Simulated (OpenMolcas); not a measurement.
# CH7BSi2 (SMILES CB1[SiH2][SiH2]1): levels of theory compared

We compute a comparison of 6 runs (HF/3-21G, PBE/6-31G*, PBE0/6-31G*, SVWN5/6-31G*, MP2/6-31G*, CCSD(T)/6-31G*) of CH7BSi2. 

The results are computed with OpenMolcas 26.06.

## 1. Starting point

CH7BSi2 has 11 atoms, charge 0, and is taken as a singlet. SMILES: `CB1[SiH2][SiH2]1`. The shape is that of a PBE0-D4/def2-TZVP optimisation.

Bond lengths: C1–B2 1.566 Å, B2–Si3 1.907 Å, B2–Si4 1.907 Å, C1–H5 1.092 Å, C1–H6 1.099 Å, C1–H7 1.092 Å, Si3–H8 1.482 Å, Si3–H9 1.489 Å, Si4–H10 1.489 Å, Si4–H11 1.482 Å. Some angles: C1–B2–Si3 130.2°, C1–B2–Si4 130.2°, Si3–B2–Si4 83.2°, B2–C1–H5 114.1°, B2–C1–H6 106.3°, B2–C1–H7 114.1°, B2–Si3–H8 124.3°, B2–Si3–H9 125.0°, B2–Si4–H10 124.9°, B2–Si4–H11 124.3°. A long bond or contact: Si3–Si4 2.531 Å.

## 2. Energy and gradient at HF/3-21G (run 1)

File test.input:

```
>>> EXPORT MOLCAS_PRINT=2
&GATEWAY
BasLib = $CurrDir
Coord
11
angstrom
C       -0.263900       1.793500       0.099500
B       -0.450600       0.243000      -0.016600
Si       0.018800      -1.148600       1.199400
Si       0.210300      -0.982900      -1.318800
H        0.165600       2.121800       1.048800
H       -1.271300       2.229100       0.051100
H        0.301000       2.238000      -0.723000
H       -0.479200      -2.541300       1.107000
H        0.876900      -0.975400       2.403900
H        1.239000      -0.662800      -2.346600
H       -0.281200      -2.371200      -1.484200
Basis = 3-21G
Group = NoSym
&SEWARD
&SCF
Thresholds = 1e-10 1e-07 1e-07 1e-05
PrOrbitals = 1 2
&ALASKA
```

The basis set 3-21G is read from a file made from the Basis Set Exchange's data (not shown).

The run is started by

```
export MOLCAS_MEM=1860
pymolcas test.input > test.log
```

Log:

```text
--- Start Module: gateway ---
[...]
--- Stop Module: gateway /rc=_RC_ALL_IS_WELL_ ---
[...]
      Basis functions           58
[...]
--- Start Module: scf ---
[...]
       Convergence after  13 Iterations
[...]
::    Total SCF energy                               -640.9641726189
[...]
      Total spin, S                                     0.0000000000
[...]
      Total electronic charge=   46.000000
      Total            charge=   -0.000000
[...]
      Dipole Moment (debye):
      Origin of the operator (angstrom)=   -0.0135   -0.4115   -0.0264
                   X= -1.9078E-01               Y=  3.7402E-01               Z=  8.6482E-03           Total=  4.1996E-01
      Quadrupole Moment (debye*angstrom):
[...]
 *              Molecular gradients               *
 **************************************************
  Irreducible representation: a
 ------------------------------------------------------------------------------------------
                              X                       Y                       Z
 ------------------------------------------------------------------------------------------
  C1                4.27514248156374E-03   -9.25379561572193E-03   -3.26728917637797E-04
  B2                3.90537043359585E-03   -7.59982641957713E-03   -2.41973676557455E-04
  SI3              -4.46180567140730E-03    1.03114956621688E-02   -2.46310899908373E-02
  SI4              -8.27717172753073E-03    7.11337740945206E-03    2.47913462796081E-02
  H5                8.50740394427341E-04    1.46025631515401E-03    4.39256493076812E-03
  H6               -3.45485798891421E-03   -1.00817270952902E-04   -2.68292671754530E-04
  H7                1.45917189835632E-03    1.96738155955600E-03   -3.93601210077943E-03
  H8                1.89306261554689E-03   -1.39267413699340E-03   -1.21575338027963E-03
[...]
```

Run time: 4.5 s. Hardware: 1 thread of Intel Xeon Platinum 8259CL at 2.50GHz (Skylake/Cascade Lake), shared host; peak memory 0.39 GiB.

## 3. Energy and forces at PBE/6-31G(d) (spherical functions) (run 2)

File test.inp:

```
&GATEWAY
BASLIB=$CurrDir
COORD
11
angstrom
C       -0.263900       1.793500       0.099500
B       -0.450600       0.243000      -0.016600
Si       0.018800      -1.148600       1.199400
Si       0.210300      -0.982900      -1.318800
H        0.165600       2.121800       1.048800
H       -1.271300       2.229100       0.051100
H        0.301000       2.238000      -0.723000
H       -0.479200      -2.541300       1.107000
H        0.876900      -0.975400       2.403900
H        1.239000      -0.662800      -2.346600
H       -0.281200      -2.371200      -1.484200
BASIS=6-31Gs
GROUP=NoSym
&SEWARD
GRIDINPUT
Grid=UltraFine
End of Grid
&SCF
KSDFT=PBE
THRESHOLDS=1e-10 1e-07 1e-07 1e-05
PRORBITALS=1
&ALASKA
```

The basis set 6-31G* is read from a file made from the Basis Set Exchange's data (not shown).

The run is started by

```
export MOLCAS_MEM=1860
pymolcas test.inp > test.log
```

Log:

```text
--- Start Module: gateway ---
[...]
--- Stop Module: gateway /rc=_RC_ALL_IS_WELL_ ---
[...]
      Basis functions           78
[...]
--- Start Module: scf ---
[...]
       Convergence after  16 Iterations
[...]
::    Total KS-DFT energy                            -645.6313772294
[...]
      Total spin, S                                     0.0000000000
[...]
      Total electronic charge=   46.000000
      Total            charge=   -0.000000
[...]
      Dipole Moment (debye):
      Origin of the operator (angstrom)=   -0.0135   -0.4115   -0.0264
                   X=  3.9296E-02               Y=  3.9968E-01               Z=  2.8294E-02           Total=  4.0260E-01
      Quadrupole Moment (debye*angstrom):
[...]
 *              Molecular gradients               *
 **************************************************
  Irreducible representation: a
 ------------------------------------------------------------------------------------------
                              X                       Y                       Z
 ------------------------------------------------------------------------------------------
  C1               -3.83266590408375E-04    2.46040131161962E-03    8.55627577363571E-05
  B2                2.88166979949001E-03   -1.85751837487569E-03    6.42363191357062E-05
  SI3               1.60643191802268E-03   -7.97179160156425E-04   -1.81893688941770E-03
  SI4               1.28412376117160E-03   -1.00308737007548E-03    1.91400872989966E-03
  H5               -2.74868077022172E-03   -2.46879291196223E-03   -6.21202838497270E-03
  H6                6.33015914311086E-03   -2.88250199868889E-03    2.97103340216501E-04
  H7               -3.66392146830363E-03   -3.26705645197123E-03    5.39983413501810E-03
  H8                1.25940076303976E-03    5.35300512073178E-03   -3.47557651382974E-04
[...]
```

Wall time 59 s (1 thread of Intel Xeon Platinum 8259CL at 2.50GHz (Skylake/Cascade Lake), shared host); peak memory 0.44 GiB.

## 4. Energy and gradient at PBE0/6-31G(d) (spherical functions) (run 3)

File coord.xyz:

```xyz
11

C     -0.263900     1.793500     0.099500
B     -0.450600     0.243000    -0.016600
Si     0.018800    -1.148600     1.199400
Si     0.210300    -0.982900    -1.318800
H      0.165600     2.121800     1.048800
H     -1.271300     2.229100     0.051100
H      0.301000     2.238000    -0.723000
H     -0.479200    -2.541300     1.107000
H      0.876900    -0.975400     2.403900
H      1.239000    -0.662800    -2.346600
H     -0.281200    -2.371200    -1.484200
```

File run.inp:

```
* CH7BSi2 Kohn-Sham DFT

&GATEWAY
 BasLib=$CurrDir
 Coord=coord.xyz
 Basis=6-31Gs
 Group=NoSym

&SEWARD
 GridInput
 Grid=UltraFine
 End of Grid

&SCF
 KSDFT=PBE0
 Thresholds=1e-10 1e-07 1e-07 1e-05
 PrOrbitals=1 2

&ALASKA
```

The basis set 6-31G* is read from a file made from the Basis Set Exchange's data (not shown).

The run is started by

```
export MOLCAS_MEM=1860
pymolcas run.inp > run.log
```

Log:

```text
--- Start Module: gateway ---
[...]
--- Stop Module: gateway /rc=_RC_ALL_IS_WELL_ ---
[...]
      Basis functions           78
[...]
--- Start Module: scf ---
[...]
       Convergence after  14 Iterations
[...]
::    Total KS-DFT energy                            -645.7066951250
[...]
      Total spin, S                                     0.0000000000
[...]
      Total electronic charge=   46.000000
      Total            charge=   -0.000000
[...]
      Dipole Moment (debye):
      Origin of the operator (angstrom)=   -0.0135   -0.4115   -0.0264
                   X=  2.1609E-02               Y=  3.1022E-01               Z=  2.0983E-02           Total=  3.1168E-01
      Quadrupole Moment (debye*angstrom):
[...]
 *              Molecular gradients               *
 **************************************************
  Irreducible representation: a
 ------------------------------------------------------------------------------------------
                              X                       Y                       Z
 ------------------------------------------------------------------------------------------
  C1                1.16480165758472E-04   -7.67503340292741E-04   -8.81325586167825E-05
  B2                1.83806076446569E-03   -2.35142751094486E-04    9.05276066523446E-05
  SI3               4.46200586673440E-05    4.89752913495067E-04   -1.15313763791924E-03
  SI4              -1.81257219556752E-04    3.78792974075282E-04    1.18889122011545E-03
  H5               -8.72874255104739E-04   -7.40106106615457E-04   -1.64867575853522E-03
  H6                1.63542305878250E-03   -7.85304286289090E-04    7.59943015913311E-05
  H7               -1.13667614493917E-03   -9.79596203674715E-04    1.43715795861787E-03
  H8                3.86718114656182E-04    1.33137179090248E-03   -4.52203991474429E-04
[...]
```

Wall time 59 s (1 thread of Intel Xeon Platinum 8259CL at 2.50GHz (Skylake/Cascade Lake), shared host); peak memory 0.44 GiB.

Runs 4 to 5 aren't shown in full; the table further down has their settings and results.

## 5. The energy at CCSD(T)/6-31G(d) (spherical functions) (run 6)

File test.inp:

```
&GATEWAY
  BasLib
  $CurrDir
  Coord
  11
  angstrom
  C       -0.263900       1.793500       0.099500
  B       -0.450600       0.243000      -0.016600
  Si       0.018800      -1.148600       1.199400
  Si       0.210300      -0.982900      -1.318800
  H        0.165600       2.121800       1.048800
  H       -1.271300       2.229100       0.051100
  H        0.301000       2.238000      -0.723000
  H       -0.479200      -2.541300       1.107000
  H        0.876900      -0.975400       2.403900
  H        1.239000      -0.662800      -2.346600
  H       -0.281200      -2.371200      -1.484200
  Basis
  6-31Gs
  Group
  NoSym

&SEWARD

&SCF
  Thresholds
  1e-10 1e-07 1e-07 1e-05
  PrOrbitals
  1 2

&RASSCF
  FileOrb
  $Project.ScfOrb
  Spin
  1
  Nactel
  0 0 0
  Inactive
  23
  Ras2
  0
  OutOrbitals
  Canonical
  OrbListing
  Few

&MOTRA
  JobIph
  Frozen
  12

&CCSDT
  CCT
  Triples
  2
  Iterations
  80
  Accuracy
  1e-08
  Extrapolation
  5 4
```

The basis set 6-31G* is read from a file made from the Basis Set Exchange's data (not shown).

The run is started by

```
export MOLCAS_MEM=1860
pymolcas test.inp > test.log
```

Log:

```text
--- Start Module: gateway ---
[...]
--- Stop Module: gateway /rc=_RC_ALL_IS_WELL_ ---
[...]
      Basis functions           78
[...]
       Convergence after  13 Iterations
[...]
::    Total SCF energy                               -644.3615057037
[...]
      Total spin, S                                     0.0000000000
[...]
      Number of active orbitals                  0
[...]
      Spin quantum number                      0.0
[...]
      Active orbitals                            0
[...]
      Number of CSFs                             1
[...]
      Number of root(s) required                 1
[...]
      Convergence after  4 iterations
[...]
      Natural orbitals and occupation numbers for root  1
      ************************************************************************************************************************
      *                                                    Final results                                                     *
      ************************************************************************************************************************
[...]
::    RASSCF root number  1 Total energy:   -644.36150570
[...]
      Total electronic charge=   46.000000
      Total            charge=   -0.000000
[...]
      Dipole Moment (debye):
      Origin of the operator (angstrom)=   -0.0135   -0.4115   -0.0264
                   X= -1.2777E-01               Y=  2.2527E-01               Z=  3.7076E-03           Total=  2.5901E-01
      Quadrupole Moment (debye*angstrom):
[...]
--- Start Module: motra ---
[...]
--- Stop Module: motra /rc=_RC_ALL_IS_WELL_ ---
[...]
--- Start Module: ccsdt ---
[...]
      Convergence after                    16  Iterations
      Total energy (diff) :    -644.79450732       0.00000001
[...]
 METHOD                       : CCSD+T(CCSD)+<T3(1)WT1> = CCSD(T)
[...]
       CCSD     =      -644.7945073205083
[...]
```

Wall time 41 s (1 thread of Intel Xeon Platinum 8259CL at 2.50GHz (Skylake/Cascade Lake), shared host); peak memory 0.44 GiB.

## 6. All runs side by side

```
run                                 level  integration grid      task  energy (Eh)  dipole moment (D) of the reference  HOMO energy (eV)  LUMO energy (eV)  wall time
  1                              HF/3-21G                 –  gradient  -640.964173                                0.42             -8.12              1.84      4.5 s
  2      PBE/6-31G* (spherical functions)         UltraFine  gradient  -645.631377                                0.40             -5.57             -2.19       59 s
  3     PBE0/6-31G* (spherical functions)         UltraFine  gradient  -645.706695                                0.31             -6.43             -1.36       59 s
  4    SVWN5/6-31G* (spherical functions)         UltraFine  gradient  -643.022634                                0.42             -5.66             -2.32       49 s
  5      MP2/6-31G* (spherical functions)                 –    energy  -644.738887                                0.26             -8.02              1.97      7.8 s
  6  CCSD(T)/6-31G* (spherical functions)                 –    energy  -644.811392                                0.26             -8.02              1.97       41 s
```

## 7. Outcome

| quantity | value |
| --- | --- |
| run 6: total energy | -644.81139 Eh |
| run 6: dipole moment (mean-field density) | 0.26 D |
| run 6: HOMO energy (Hartree–Fock orbitals) | -8.02 eV |
| run 6: LUMO energy (Hartree–Fock orbitals) | 1.97 eV |
| run 6: HOMO–LUMO gap (Hartree–Fock orbitals) | 9.99 eV |
| run 6: correlation energy (12 core orbitals frozen) | -449.9 mEh |
| run 6: (T) correction | -16.88 mEh |

Over runs 1, 2, 3, 4 the dipole moment (its size) runs from 0.31 D (PBE0/6-31G*) to 0.42 D (HF/3-21G). The two ends differ in method and basis. Over runs 1, 2, 3, 4 the HOMO–LUMO gap runs from 3.34 eV (SVWN5/6-31G*) to 9.96 eV (HF/3-21G). Totals of different functionals can't be ranked against each other. All runs together took 3.7 min, the longest 59 s.
